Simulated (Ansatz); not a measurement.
# CH₇NSi + H₂: a complex and its separated parts, part 2 of 2

Ansatz 0.2.0, Gaussian basis. The steps go on from the part before.

**13. CAM-B3LYP-D4/def2-TZVPP**

The inputs:

parta/in.yaml

```yaml
crystal:
  periodic: [false, false, false]
  atoms:
    - {symbol: Si, position_ang: [-0.730424, 0.801956, 0.046310]}
    - {symbol: H, position_ang: [-2.053011, 0.119557, 0.014324]}
    - {symbol: H, position_ang: [-0.998335, 2.267412, 0.193672]}
    - {symbol: C, position_ang: [0.290673, 0.257195, 1.507876]}
    - {symbol: N, position_ang: [0.073782, 0.360024, -1.413345]}
    - {symbol: H, position_ang: [-0.204967, 0.524182, 2.444623]}
    - {symbol: H, position_ang: [0.447653, -0.823310, 1.492903]}
    - {symbol: H, position_ang: [1.269802, 0.744174, 1.502475]}
    - {symbol: H, position_ang: [1.010206, 0.690210, -1.586561]}
    - {symbol: H, position_ang: [-0.452237, 0.332966, -2.272218]}
basis:
  gaussian: {orbitals: def2-TZVPP}
hamiltonian: {xc: {name: CAM-B3LYP}, dispersion: d4}
```

partb/in.yaml

```yaml
crystal:
  periodic: [false, false, false]
  atoms:
    - {symbol: H, position_ang: [0.747390, -2.996196, -0.895238]}
    - {symbol: H, position_ang: [0.599468, -2.278268, -1.034817]}
basis:
  gaussian: {orbitals: def2-TZVPP}
hamiltonian: {xc: {name: CAM-B3LYP}, dispersion: d4}
```

Each run has its own folder and the same command.

On the command line:

```console
> ansatz run in.yaml --threads 4 --pin off --events-out ev --progress --plain --max-ram 9574MiB
```

parta printed, cut to the lines that bear on the results:

```text
Functional definition: CAM-B3LYP
  name "CAM-B3LYP"
  cite "Yanai, Tew & Handy, Chem. Phys. Lett. 393, 51 (2004) doi:10.1016/j.cplett.2004.06.011"
  cite "Iikura, Tsuneda, Yanai & Hirao, J. Chem. Phys. 115, 3540 (2001) doi:10.1063/1.1383587"
  cite "Becke, Phys. Rev. A 38, 3098 (1988) doi:10.1103/PhysRevA.38.3098"
  cite "Lee, Yang & Parr, Phys. Rev. B 37, 785 (1988) doi:10.1103/PhysRevB.37.785"
[...]
  # Exact exchange under (alpha + beta erf(omega r))/r, Becke's under what is left of 1/r.
[...]
1039 factors; their error is unknown
288 factors; integrals over basis functions are off by at most 1.4e-5 eV
[...]
mean field -10520.05329905 eV, -386.6048279917 hartree, gradient 5.7e-5 eV, S^2 0.000000; 0 other end points of the search recorded, 0 dependent functions left out
reference -10520.05342461 eV, -386.6048326062 hartree; 17, 17 occupied and 185, 185 virtual orbitals, 1039 factors
Total energy: -10520.18333490 eV, -386.6096067212 hartree
```

partb printed, cut to the lines that bear on the results:

```text
[... 6 set-up lines as earlier in the session ...]
[...]
  # Exact exchange under (alpha + beta erf(omega r))/r, Becke's under what is left of 1/r.
[...]
118 factors; their error is unknown
42 factors; integrals over basis functions are off by at most 6.3e-5 eV
[...]
mean field -31.88030375 eV, -1.1715795535 hartree, gradient 6.4e-5 eV, S^2 0.000000; 0 other end points of the search recorded, 0 dependent functions left out
reference -31.88037369 eV, -1.1715821237 hartree; 1, 1 occupied and 27, 27 virtual orbitals, 118 factors
Total energy: -31.88188709 eV, -1.1716377403 hartree
```

Times: 1.6 s (parta), 0.1 s (partb) on 4 threads of Arm Neoverse V1, shared host.

**14. wB97X-V/def2-TZVPP**

The same edit goes into each in.yaml of step 13 (parta, partb):

```diff
-hamiltonian: {xc: {name: CAM-B3LYP}, dispersion: d4}
+hamiltonian: {xc: {name: wB97X-V}}
```

Each run has its own folder and the same command.

On the command line:

```console
> ansatz run in.yaml --threads 4 --pin off --events-out ev --progress --plain --max-ram 9574MiB
```

Log of parta, cut to the lines that bear on the results:

```text
Functional definition: wB97X-V
  name "wB97X-V"
  cite "Mardirossian & Head-Gordon, Phys. Chem. Chem. Phys. 16, 9904 (2014) doi:10.1039/C3CP54374A"
[... 2 set-up lines as earlier in the session ...]
[...]
      + integral(e_c_pw_opposite_spin*poly(b97_u_opposite, cos0, cos1)) + vv10(b, c)
1039 factors; their error is unknown
268 factors; integrals over basis functions are off by at most 1.0e-5 eV
[...]
mean field -10519.15960133 eV, -386.5719852062 hartree, gradient 2.3e-5 eV, S^2 0.000000; 0 other end points of the search recorded, 0 dependent functions left out
reference -10519.15959932 eV, -386.5719851325 hartree; 17, 17 occupied and 185, 185 virtual orbitals, 1039 factors
Total energy: -10519.15959932 eV, -386.5719851325 hartree
```

Log of partb, cut to the lines that bear on the results:

```text
[... 5 set-up lines as earlier in the session ...]
[...]
      + integral(e_c_pw_opposite_spin*poly(b97_u_opposite, cos0, cos1)) + vv10(b, c)
118 factors; their error is unknown
42 factors; integrals over basis functions are off by at most 3.0e-5 eV
[...]
mean field -31.90859928 eV, -1.1726193952 hartree, gradient 8.8e-5 eV, S^2 0.000000; 0 other end points of the search recorded, 0 dependent functions left out
reference -31.90859828 eV, -1.1726193585 hartree; 1, 1 occupied and 27, 27 virtual orbitals, 118 factors
Total energy: -31.90859828 eV, -1.1726193585 hartree
```

Wall times: 4 s (parta), 0.15 s (partb) on 4 threads of Arm Neoverse V1, shared host.

**15. wB97M-V/def2-TZVPP**

Each input of step 14 (parta, partb) changes in the same lines:

```diff
-hamiltonian: {xc: {name: wB97X-V}}
+hamiltonian: {xc: {name: wB97M-V}}
```

One command serves all of them, each in its own folder.

On the command line:

```console
> ansatz run in.yaml --threads 4 --pin off --events-out ev --progress --plain --max-ram 9574MiB
```

Log of parta, cut to the lines that bear on the results:

```text
Functional definition: wB97M-V
  name "wB97M-V"
  cite "Mardirossian & Head-Gordon, J. Chem. Phys. 144, 214110 (2016) doi:10.1063/1.4952647"
[... 2 set-up lines as earlier in the session ...]
  # Of w^i u^j: cxij and so on, Table III.
[...]
  gx(w, u) = 1 - cx + cx01*u + cx10*w
[...]
      + integral(e_c_pw_mod_opposite_spin*gos(b97_w_opposite, b97_u_opposite)) + vv10(b, c)
1039 factors; their error is unknown
268 factors; integrals over basis functions are off by at most 1.0e-5 eV
[...]
mean field -10519.03793881 eV, -386.5675141914 hartree, gradient 2.2e-5 eV, S^2 0.000000; 0 other end points of the search recorded, 0 dependent functions left out
reference -10519.03798748 eV, -386.5675159798 hartree; 17, 17 occupied and 185, 185 virtual orbitals, 1039 factors
Total energy: -10519.03798748 eV, -386.5675159798 hartree
```

Log of partb, cut to the lines that bear on the results:

```text
[... 5 set-up lines as earlier in the session ...]
  # Of w^i u^j: cxij and so on, Table III.
[...]
  gx(w, u) = 1 - cx + cx01*u + cx10*w
[...]
      + integral(e_c_pw_mod_opposite_spin*gos(b97_w_opposite, b97_u_opposite)) + vv10(b, c)
118 factors; their error is unknown
42 factors; integrals over basis functions are off by at most 3.0e-5 eV
[...]
mean field -31.60111288 eV, -1.1613194783 hartree, gradient 7.3e-6 eV, S^2 0.000000; 0 other end points of the search recorded, 0 dependent functions left out
reference -31.60113713 eV, -1.1613203697 hartree; 1, 1 occupied and 27, 27 virtual orbitals, 118 factors
Total energy: -31.60113713 eV, -1.1613203697 hartree
```

Wall times: 4.5 s (parta), 0.15 s (partb) on 4 threads of Arm Neoverse V1, shared host.

**16. B2PLYP/def2-TZVPP**

Each input of step 15 (parta, partb) changes in the same lines:

```diff
-hamiltonian: {xc: {name: wB97M-V}}
+hamiltonian: {xc: {name: B2PLYP}}
```

The same command starts each run, in its folder.

On the command line:

```console
> ansatz run in.yaml --threads 4 --pin off --events-out ev --progress --plain --max-ram 9574MiB
```

parta printed, cut to the lines that bear on the results:

```text
Functional definition: B2PLYP
  name "B2PLYP"
  cite "Grimme, J. Chem. Phys. 124, 034108 (2006) doi:10.1063/1.2148954"
[... 2 set-up lines as earlier in the session ...]
[...]
1144 factors; integrals over basis functions are off by at most 1.2e-3 eV
[...]
mean field -10510.88437892 eV, -386.2678763921 hartree, gradient 4.0e-6 eV, S^2 0.000000; 0 other end points of the search recorded, 0 dependent functions left out
7 core orbitals not correlated: weight in the atoms' cores, before any rotation towards them, 1.000 or more for the frozen orbitals, at most 0.000 for the correlated occupied ones
reference -10510.88454212 eV, -386.2678823895 hartree; 10, 10 occupied and 185, 185 virtual orbitals, 1144 factors
second order -17.33329654 eV of doubles, -0.00000000 eV of singles
Total energy: -10515.56453219 eV, -386.4398688522 hartree
```

Output in partb, cut to the lines that bear on the results:

```text
[... 5 set-up lines as earlier in the session ...]
[...]
145 factors; integrals over basis functions are off by at most 7.3e-4 eV
[...]
mean field -31.55848900 eV, -1.1597530797 hartree, gradient 1.0e-6 eV, S^2 0.000000; 0 other end points of the search recorded, 0 dependent functions left out
reference -31.55857842 eV, -1.1597563657 hartree; 1, 1 occupied and 27, 27 virtual orbitals, 145 factors
second order -1.02366702 eV of doubles, -0.00000000 eV of singles
Total energy: -31.83496851 eV, -1.1699135143 hartree
```

Times: 2.5 s (parta), 0.1 s (partb) on 4 threads of Arm Neoverse V1, shared host.

**17. PBE-QIDH/def2-TZVPP**

The same edit goes into each in.yaml of step 16 (parta, partb):

```diff
-hamiltonian: {xc: {name: B2PLYP}}
+hamiltonian: {xc: {name: PBE-QIDH}}
```

One command serves all of them, each in its own folder.

On the command line:

```console
> ansatz run in.yaml --threads 4 --pin off --events-out ev --progress --plain --max-ram 9574MiB
```

Log of parta, cut to the lines that bear on the results:

```text
Functional definition: PBE-QIDH
  name "PBE-QIDH"
  cite "Brémond, Sancho-García, Pérez-Jiménez & Adamo, J. Chem. Phys. 141, 031101 (2014) doi:10.1063/1.4890314"
[... 1 set-up line as earlier in the session ...]
[...]
1144 factors; integrals over basis functions are off by at most 1.2e-3 eV
[...]
mean field -10506.68987963 eV, -386.1137313864 hartree, gradient 4.9e-6 eV, S^2 0.000000; 0 other end points of the search recorded, 0 dependent functions left out
7 core orbitals not correlated: weight in the atoms' cores, before any rotation towards them, 1.000 or more for the frozen orbitals, at most 0.000 for the correlated occupied ones
reference -10506.68989191 eV, -386.1137318374 hartree; 10, 10 occupied and 185, 185 virtual orbitals, 1144 factors
second order -16.12883785 eV of doubles, -0.00000000 eV of singles
Total energy: -10512.06617119 eV, -386.3113064569 hartree
```

Log of partb, cut to the lines that bear on the results:

```text
[... 4 set-up lines as earlier in the session ...]
[...]
145 factors; integrals over basis functions are off by at most 7.3e-4 eV
[...]
mean field -31.52724835 eV, -1.1586050070 hartree, gradient 1.4e-6 eV, S^2 0.000000; 0 other end points of the search recorded, 0 dependent functions left out
reference -31.52725477 eV, -1.1586052429 hartree; 1, 1 occupied and 27, 27 virtual orbitals, 145 factors
second order -0.95920767 eV of doubles, -0.00000000 eV of singles
Total energy: -31.84699066 eV, -1.1703553201 hartree
```

Wall times: 2.7 s (parta), 0.1 s (partb) on 4 threads of Arm Neoverse V1, shared host.

**18. RPA on PBE/def2-TZVPP**

Each input of step 17 (parta, partb) changes in the same lines:

```diff
-hamiltonian: {xc: {name: PBE-QIDH}}
+hamiltonian: {xc: pbe}
+correlation: {method: rpa}
```

One command serves all of them, each in its own folder.

On the command line:

```console
> ansatz run in.yaml --threads 4 --pin off --events-out ev --progress --plain --max-ram 9574MiB
```

Output in parta, cut to the lines that bear on the results:

```text
[... 4 set-up lines as earlier in the session ...]
[...]
1144 factors; integrals over basis functions are off by at most 1.2e-3 eV
[...]
mean field -10513.39432535 eV, -386.3601152219 hartree, gradient 3.3e-6 eV, S^2 0.000000; 0 other end points of the search recorded, 0 dependent functions left out
7 core orbitals not correlated: weight in the atoms' cores, before any rotation towards them, 1.000 or more for the frozen orbitals, at most 0.000 for the correlated occupied ones
reference -10486.72906137 eV, -385.3801848452 hartree; 10, 10 occupied and 185, 185 virtual orbitals, 1144 factors
Total energy: -10511.63979948 eV, -386.2956375857 hartree
```

partb printed, cut to the lines that bear on the results:

```text
[... 4 set-up lines as earlier in the session ...]
[...]
145 factors; integrals over basis functions are off by at most 7.3e-4 eV
[...]
mean field -31.73221873 eV, -1.1661375293 hartree, gradient 1.4e-6 eV, S^2 0.000000; 0 other end points of the search recorded, 0 dependent functions left out
reference -30.80639596 eV, -1.1321141701 hartree; 1, 1 occupied and 27, 27 virtual orbitals, 145 factors
Total energy: -32.86230405 eV, -1.2076673988 hartree
```

They took 2.4 s (parta), 0.1 s (partb) on 4 threads of Arm Neoverse V1, shared host.

**19. CCSD(T)/def2-TZVPP**

The same edit goes into each in.yaml of step 18 (parta, partb):

```diff
-hamiltonian: {xc: pbe}
-correlation: {method: rpa}
+correlation: {method: ccsd_t}
```

The same command starts each run, in its folder.

On the command line:

```console
> ansatz run in.yaml --threads 4 --pin off --events-out ev --progress --plain --max-ram 9574MiB
```

Output in parta, cut to the lines that bear on the results:

```text
Functional definition: HF
  name "HF"
  cite "Fock, Z. Phys. 61, 126 (1930) doi:10.1007/BF01340294"
[... 1 set-up line as earlier in the session ...]
[...]
1144 factors; integrals over basis functions are off by at most 1.2e-3 eV
[...]
mean field -10487.67568983 eV, -385.4149727994 hartree, gradient 2.3e-6 eV, S^2 0.000000; 0 other end points of the search recorded, 0 dependent functions left out
7 core orbitals not correlated: weight in the atoms' cores, before any rotation towards them, 1.000 or more for the frozen orbitals, at most 0.000 for the correlated occupied ones
reference -10487.67568983 eV, -385.4149727994 hartree; 10, 10 occupied and 185, 185 virtual orbitals, 1144 factors
second order -14.35696628 eV of doubles, -0.00000000 eV of singles
cycle   1  -15.04191370 eV  change   -6.8e-1 eV  update   7.3e-2
[...]
cycle   9  -15.45617866 eV  change    1.4e-6 eV  update   1.1e-5
perturbative correction -0.54036112 eV, -0.0198579049 hartree
Total energy: -10503.67222961 eV, -386.0028347935 hartree
```

Output in partb, cut to the lines that bear on the results:

```text
[... 4 set-up lines as earlier in the session ...]
[...]
145 factors; integrals over basis functions are off by at most 7.3e-4 eV
[...]
mean field -30.82770028 eV, -1.1328970894 hartree, gradient 4.3e-7 eV, S^2 0.000000; 0 other end points of the search recorded, 0 dependent functions left out
reference -30.82770028 eV, -1.1328970894 hartree; 1, 1 occupied and 27, 27 virtual orbitals, 145 factors
second order -0.86257597 eV of doubles, -0.00000000 eV of singles
cycle   1  -1.00723219 eV  change   -1.4e-1 eV  update   2.6e-2
[...]
cycle   7  -1.07308222 eV  change    6.7e-7 eV  update   4.2e-7
perturbative correction 0.00000000 eV, 0.0000000000 hartree
Total energy: -31.90078249 eV, -1.1723321335 hartree
```

Times: 28 s (parta), 0.1 s (partb) on 4 threads of Arm Neoverse V1, shared host; peak memory 2.5 GiB.

**20. Vibrations of CH₇NSi**

Contents of vib-parta/in.yaml:

```yaml
crystal:
  periodic: [false, false, false]
  atoms:
    - {symbol: Si, position_ang: [-0.730424, 0.801956, 0.046310]}
    - {symbol: H, position_ang: [-2.053011, 0.119557, 0.014324]}
    - {symbol: H, position_ang: [-0.998335, 2.267412, 0.193672]}
    - {symbol: C, position_ang: [0.290673, 0.257195, 1.507876]}
    - {symbol: N, position_ang: [0.073782, 0.360024, -1.413345]}
    - {symbol: H, position_ang: [-0.204967, 0.524182, 2.444623]}
    - {symbol: H, position_ang: [0.447653, -0.823310, 1.492903]}
    - {symbol: H, position_ang: [1.269802, 0.744174, 1.502475]}
    - {symbol: H, position_ang: [1.010206, 0.690210, -1.586561]}
    - {symbol: H, position_ang: [-0.452237, 0.332966, -2.272218]}
basis:
  gaussian: {orbitals: def2-TZVP}
hamiltonian: {xc: pbe0, dispersion: d4}
phonons: {temperatures: {t_min: 298.15, t_max: 900, t_step: 200}}
```

On the command line:

```console
> ansatz run in.yaml --threads 4 --pin off --events-out ev --progress --plain --max-ram 9574MiB
```

What it wrote, cut to the lines that bear on the results:

```text
[... 5 set-up lines as earlier in the session ...]
[...]
911 factors; their error is unknown
[...]
mean field -10514.55395556 eV, -386.4027308462 hartree, gradient 1.5e-5 eV, S^2 0.000000; 0 other end points of the search recorded, 0 dependent functions left out
[...]
Atom 8 at     1.010206     0.690210    -1.586561 Å, force    -0.000180     0.000793    -0.001936 eV/Å
Atom 9 at    -0.452237     0.332966    -2.272218 Å, force     0.002269    -0.000510    -0.001041 eV/Å
Dipole moment:     0.170067     0.051787    -0.125970 e Å
Vibrations: 150.69 164.05 266.46 406.94 500.67 655.33 687.23 744.58 834.40 875.85 893.58 952.03 978.79 1275.64 1447.63 1450.25 1585.19 2158.90 2212.93 3049.39 3129.28 3142.63 3597.79 3689.02 cm⁻¹, zero-point energy 2.160378 eV
```

Run time: 50 s. Hardware: 4 threads of Arm Neoverse V1, shared host.

The modes, with what each moves most:

| mode | wavenumber (cm⁻¹) | character |
| --- | --- | --- |
| 1 | 151 | torsion |
| 2 | 164 | torsion |
| 3 | 266 | bend with torsion |
| 4 | 407 | torsion |
| 5 | 501 | torsion with bend |
| 6 | 655 | bend |
| 7 | 687 | Si–C stretch |
| 8 | 745 | bend with torsion |
| 9 | 834 | Si–N stretch |
| 10 | 876 | bend with torsion |
| 11 | 894 | bend |
| 12 | 952 | bend with torsion |
| 13 | 979 | torsion with bend |
| 14 | 1276 | bend |
| 15 | 1448 | bend |
| 16 | 1450 | bend |
| 17 | 1585 | bend |
| 18 | 2159 | Si–H stretch |
| 19 | 2213 | Si–H stretch |
| 20 | 3049 | C–H stretch |
| 21 | 3129 | C–H stretch |
| 22 | 3143 | C–H stretch |
| 23 | 3598 | N–H stretch |
| 24 | 3689 | N–H stretch |

Vibrational sums (real modes only):

| T (K) | entropy (J/mol/K) | heat capacity (J/mol/K) |
| --- | --- | --- |
| 298 | 42.2 | 57.0 |
| 498 | 80.2 | 91.8 |
| 698 | 115.2 | 115.2 |
| 898 | 146.4 | 132.4 |

**21. Vibrations of H₂**

Contents of vib-partb/in.yaml:

```yaml
crystal:
  periodic: [false, false, false]
  atoms:
    - {symbol: H, position_ang: [0.747390, -2.996196, -0.895238]}
    - {symbol: H, position_ang: [0.599468, -2.278268, -1.034817]}
basis:
  gaussian: {orbitals: def2-TZVP}
hamiltonian: {xc: pbe0, dispersion: d4}
phonons: {temperatures: {t_min: 298.15, t_max: 900, t_step: 200}}
```

On the command line:

```console
> ansatz run in.yaml --threads 4 --pin off --events-out ev --progress --plain --max-ram 9574MiB
```

What it wrote, cut to the lines that bear on the results:

```text
[... 5 set-up lines as earlier in the session ...]
[...]
88 factors; their error is unknown
[...]
mean field -31.78865267 eV, -1.1682114384 hartree, gradient 1.8e-5 eV, S^2 0.000000; 0 other end points of the search recorded, 0 dependent functions left out
[...]
reference -31.78854980 eV, -1.1682076580 hartree; 1, 1 occupied and 11, 11 virtual orbitals, 88 factors
Total energy: -31.79027509 eV, -1.1682710613 hartree
Atom 0 at     0.747390    -2.996196    -0.895238 Å, force    -0.000449     0.002181    -0.000424 eV/Å
Atom 1 at     0.599468    -2.278268    -1.034817 Å, force     0.000449    -0.002181     0.000424 eV/Å
Dipole moment:     0.000000    -0.000000     0.000000 e Å
Vibrations: 4414.19 cm⁻¹, zero-point energy 0.273645 eV
```

Run time: 0.2 s. Hardware: 4 threads of Arm Neoverse V1, shared host.

Wavenumbers and character of the modes:

| mode | wavenumber (cm⁻¹) | character |
| --- | --- | --- |
| 1 | 4414 | H–H stretch |

Vibrational sums (real modes only):

| T (K) | entropy (J/mol/K) | heat capacity (J/mol/K) |
| --- | --- | --- |
| 298 | 0.0 | 0.0 |
| 498 | 0.0 | 0.0 |
| 698 | 0.0 | 0.1 |
| 898 | 0.1 | 0.4 |

**22. Complex less separated parts**

The complex's own energies come from single points at the same levels.

Rows are in def2-TZVPP; times add the 3 runs of a level on a shared host, so small differences are noise.

Differences are taken before rounding.

| method | rung | complex less parts (kcal/mol) | from CCSD(T) (kcal/mol) | time |
| --- | --- | --- | --- | --- |
| SPW92 | LDA | -2.08 | -1.33 | 1.6 s |
| PBE-D4 | GGA | -1.37 | -0.62 | 2.5 s |
| BLYP-D4 | GGA | -0.94 | -0.19 | 2.6 s |
| r2SCAN-D4 | meta-GGA | -0.74 | +0.02 | 5.2 s |
| B97M-V | meta-GGA | -1.02 | -0.27 | 12 s |
| PBE0-D4 | hybrid | -1.18 | -0.42 | 3.3 s |
| B3LYP-D4 | hybrid | -0.98 | -0.22 | 3 s |
| r2SCAN0-D4 | hybrid | -0.81 | -0.06 | 5.2 s |
| BHLYP-D4 | hybrid | -0.96 | -0.21 | 3.1 s |
| CAM-B3LYP-D4 | range-separated hybrid | -1.03 | -0.28 | 3.5 s |
| wB97X-V | range-separated hybrid | -0.94 | -0.19 | 9.1 s |
| wB97M-V | range-separated hybrid | -0.91 | -0.16 | 11 s |
| B2PLYP | double hybrid | -0.43 | +0.32 | 5.9 s |
| PBE-QIDH | double hybrid | -0.68 | +0.08 | 6.1 s |
| RPA on PBE | RPA | -0.46 | +0.29 | 5.8 s |
| Hartree-Fock | wavefunction | 0.23 | +0.98 |  |
| MP2 | wavefunction | -0.73 | +0.02 |  |
| CCSD | wavefunction | -0.61 | +0.14 |  |
| CCSD(T) | wavefunction | -0.75 | 0 | 84 s |

Among the levels timed on like hardware and quicker than the yardstick, those that no quicker one beats, quickest first: SPW92 (1.6 s, -1.33 kcal/mol); PBE-D4 (2.5 s, -0.62 kcal/mol); BLYP-D4 (2.6 s, -0.19 kcal/mol); r2SCAN0-D4 (5.2 s, -0.06 kcal/mol); r2SCAN-D4 (5.2 s, +0.02 kcal/mol).

r2SCAN-D4 reaches 0.02 kcal/mol from the reference in 5.2 s, where CCSD(T) took 84 s; the quickest level in the cost chart, SPW92, takes 1.6 s and misses by 1.33 kcal/mol.

The complex's zero-point energy, from a separate PBE0-D4 run, is 2.493 eV.

**23. Outcome**

The summary covers parts 1 to 2.

| quantity | value |
| --- | --- |
| complex less parts, CCSD(T)/def2-TZVPP | -0.75 kcal/mol |
| with zero-point energy | +0.62 kcal/mol |
| largest T1 diagnostic | 0.009 |

At CCSD(T) the complex lies 0.75 kcal/mol below its parts. The functionals run from r2SCAN-D4, off by +0.02 kcal/mol, to SPW92, off by -1.33 kcal/mol, against CCSD(T). By rung, the mean size of the error is: LDA 1.33, GGA 0.40, meta-GGA 0.14, hybrid 0.23, range-separated hybrid 0.21, double hybrid 0.20 kcal/mol. PBE-D4 gives a relative energy 0.62 kcal/mol too low, an error of 82 % of the reference. No counterpoise was applied, and triple zeta lacks some correlation, so the CCSD(T) reference has a basis error of its own, and close matches with it are partly luck.
